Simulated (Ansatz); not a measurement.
# ClGeH₄N: one species, many methods

One table from this session's results is given with a row withheld; the runs are named, their logs left out.

Program: Ansatz 0.2.0, Gaussian basis. Level of theory: functionals in def2-TZVPP, the program's frozen cores in correlated methods. These are calculated values, not measurements.

Plan: LDA (SPW92), PBE-D4, revPBE-D4, BLYP-D4, r2SCAN-D4, B97M-V, PBE0-D4, B3LYP-D4, r2SCANh-D4, r2SCAN0-D4, HSE06-D4, BHLYP-D4, CAM-B3LYP-D4, LC-ωPBE, ωB97X-V, ωB97M-V, B2PLYP, PBE-QIDH; CCSD(T)/def2-SVP; CCSD(T)/def2-TZVPP; CCSD(T)/def2-QZVPP; extrapolation to the limit; RPA on PBE.

### The relaxed structure

An earlier PBE0-D4 in a triple-zeta def2 set relaxation fixed the geometry.

SMILES `[NH2][GeH2][Cl]`, 7 atoms, charge 0, spin multiplicity 1.

Atoms are counted from 1 here; the program's logs count them from 0.

Bond lengths: N1–Ge2 1.818 Å, N1–H4 1.010 Å, N1–H5 1.010 Å, Ge2–Cl3 2.176 Å, Ge2–H6 1.530 Å, Ge2–H7 1.530 Å. Angles: Ge2–N1–H4 115.0°, Ge2–N1–H5 115.0°, H4–N1–H5 109.1°, N1–Ge2–Cl3 112.8°, N1–Ge2–H6 108.7°, N1–Ge2–H7 108.7°, Cl3–Ge2–H6 105.8°, Cl3–Ge2–H7 105.8°, H6–Ge2–H7 115.1°.

The first run:

in.yaml reads:

```yaml
crystal:
  periodic: [false, false, false]
  atoms:
    - {symbol: N, position_ang: [-0.792887, 0.515542, -0.722678]}
    - {symbol: Ge, position_ang: [0.579883, 0.003327, 0.353226]}
    - {symbol: Cl, position_ang: [0.394497, -2.054565, 1.034501]}
    - {symbol: H, position_ang: [-1.700870, 0.526836, -0.279600]}
    - {symbol: H, position_ang: [-0.858894, 0.014672, -1.597694]}
    - {symbol: H, position_ang: [0.559310, 0.864877, 1.617190]}
    - {symbol: H, position_ang: [1.880162, 0.061312, -0.450645]}
basis:
  gaussian: {orbitals: def2-TZVPP}
hamiltonian: {xc: lda}
output: {orbitals: {seedname: orbitals}}
```

The run is started by

```
> ansatz run in.yaml --threads 2 --pin off --events-out ev --progress --plain --max-ram 32768MiB --backend cpu
```

Steps of the session up to this table: LDA; PBE-D4 (GGA); revPBE-D4 (GGA); BLYP-D4 (GGA); r2SCAN-D4 (meta-GGA); B97M-V (meta-GGA); PBE0-D4 (hybrid); B3LYP-D4 (hybrid); r2SCANh-D4 (hybrid); r2SCAN0-D4 (hybrid); HSE06-D4 (hybrid); BHLYP-D4 (hybrid); CAM-B3LYP-D4 (range-separated); LC-ωPBE (range-separated); ωB97X-V (range-separated); ωB97M-V (range-separated); B2PLYP (double hybrid); PBE-QIDH (double hybrid).

One of the session's tables, all rows but one given; the rest of the session is left out.

```
  functional  HOMO (eV)  gap (eV)
 LDA (SPW92)          ?         ?
      PBE-D4      -6.49      5.82
   revPBE-D4      -6.44      5.86
     BLYP-D4      -6.36      5.72
   r2SCAN-D4      -6.82      6.49
      B97M-V      -6.92      6.54
     PBE0-D4      -7.93      8.22
    B3LYP-D4      -7.67      7.63
  r2SCANh-D4      -7.36      7.36
  r2SCAN0-D4      -8.16      8.66
    HSE06-D4      -7.53      7.44
    BHLYP-D4      -9.27     10.35
CAM-B3LYP-D4      -9.34     10.55
     LC-ωPBE     -10.76     13.28
     ωB97X-V     -10.38     12.69
     ωB97M-V     -10.26     12.20
```

**Question.** Estimate the row for LDA (SPW92).

As computed: HOMO (eV): -6.65; gap (eV): 5.72. In the column «HOMO (eV)» it lies between r2SCAN-D4 (-6.82) and PBE-D4 (-6.49).
